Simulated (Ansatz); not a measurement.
Write a Python script for Ansatz 0.2.0 through its Python package that makes a rigid scan of one bond length of BH6SbSi, SMILES [BH2][SbH][SiH3]. Level of theory (for the species named): MP2, def2-SVP basis, multiplicity 1.

```yaml
atoms:
  - { symbol: B, position_ang: [-1.2289, 1.0325, -0.9062] }
  - { symbol: Sb, position_ang: [0.9433, 0.9196, -0.7638] }
  - { symbol: Si, position_ang: [0.7478, -1.2321, 0.5163] }
  - { symbol: H, position_ang: [-1.8821, 0.1485, -0.6947] }
  - { symbol: H, position_ang: [-1.7728, 2.0929, -1.2539] }
  - { symbol: H, position_ang: [0.9724, 1.9104, 0.7030] }
  - { symbol: H, position_ang: [2.1118, -1.5449, 1.1358] }
  - { symbol: H, position_ang: [0.4213, -2.3013, -0.3860] }
  - { symbol: H, position_ang: [-0.2243, -1.0718, 1.6323] }
```

Script `scan.py`:
```python
"""Potential curve of BH6SbSi along one bond."""

import ansatz as az
import numpy as np

geometry_ang = [
    ("B", (-1.2289, 1.0325, -0.9062)),
    ("Sb", (0.9433, 0.9196, -0.7638)),
    ("Si", (0.7478, -1.2321, 0.5163)),
    ("H", (-1.8821, 0.1485, -0.6947)),
    ("H", (-1.7728, 2.0929, -1.2539)),
    ("H", (0.9724, 1.9104, 0.703)),
    ("H", (2.1118, -1.5449, 1.1358)),
    ("H", (0.4213, -2.3013, -0.386)),
    ("H", (-0.2243, -1.0718, 1.6323)),
]
system = az.Crystal.molecule()
for symbol, xyz in geometry_ang:
    system = system.atom(symbol, xyz)

symbols = [site.symbol for site in system.cartesian_sites]
start = np.array([site.position_ang for site in system.cartesian_sites])
axis = (start[8] - start[2]) / np.linalg.norm(start[8] - start[2])
moving = [8]
lengths, energies = [1.31, 1.37, 1.429, 1.489, 1.548, 1.608, 1.667, 1.757], []
for length in lengths:
    xyz = start.copy()
    xyz[moving] += (length - np.linalg.norm(start[8] - start[2])) * axis
    point = az.Crystal.molecule()
    for symbol, place in zip(symbols, xyz):
        point = point.atom(symbol, place.tolist())
    calc = (
        point.calculation()
        .basis(gaussian="def2-SVP")
        .correlation("mp2")
        .scf(lower_state_search="off")
    )
    rep = calc.run(threads=1).report
    energies.append(rep["free_energy_ev"])
    print(f"r = {length:6.3f} A  E = {energies[-1]:.5f} eV  <S^2> = {abs(rep['mean_field']['state']['spin_squared']):.3f}")

# quartic fit about the minimum
fit = np.polynomial.Polynomial.fit(lengths, np.array(energies) - min(energies), 4).convert()
roots = [r.real for r in fit.deriv().roots() if abs(r.imag) < 1e-9 and fit.deriv(2)(r.real) > 0]
r_e = min(roots, key=lambda r: abs(r - lengths[int(np.argmin(energies))]))
print(f"minimum of the fit at {r_e:.4f} A, force constant {fit.deriv(2)(r_e):.2f} eV/A^2")
```

```console
$ python scan.py
r =  1.310 A  E = -15143.05526 eV  <S^2> = 0.000
r =  1.370 A  E = -15143.27948 eV  <S^2> = 0.000
r =  1.429 A  E = -15143.39205 eV  <S^2> = 0.000
r =  1.489 A  E = -15143.42082 eV  <S^2> = 0.000
r =  1.548 A  E = -15143.38382 eV  <S^2> = 0.000
r =  1.608 A  E = -15143.29532 eV  <S^2> = 0.000
r =  1.667 A  E = -15143.17038 eV  <S^2> = 0.000
r =  1.757 A  E = -15142.92836 eV  <S^2> = 0.000
minimum of the fit at 1.4821 A, force constant 19.16 eV/A^2
```

The settings weren't tested for convergence. The rest of the molecule is held rigid at a force-field or estimated start geometry, and the basis set is modest; single-reference methods fail as a bond breaks. def2 sets replace the cores of elements past krypton by effective core potentials. The orbitals are restricted, so S² is zero by construction. S² is that of the Hartree-Fock reference. Hardware and time: 16 s on 1 thread of Arm Neoverse N1 (shared host), peak memory 0.22 GiB.
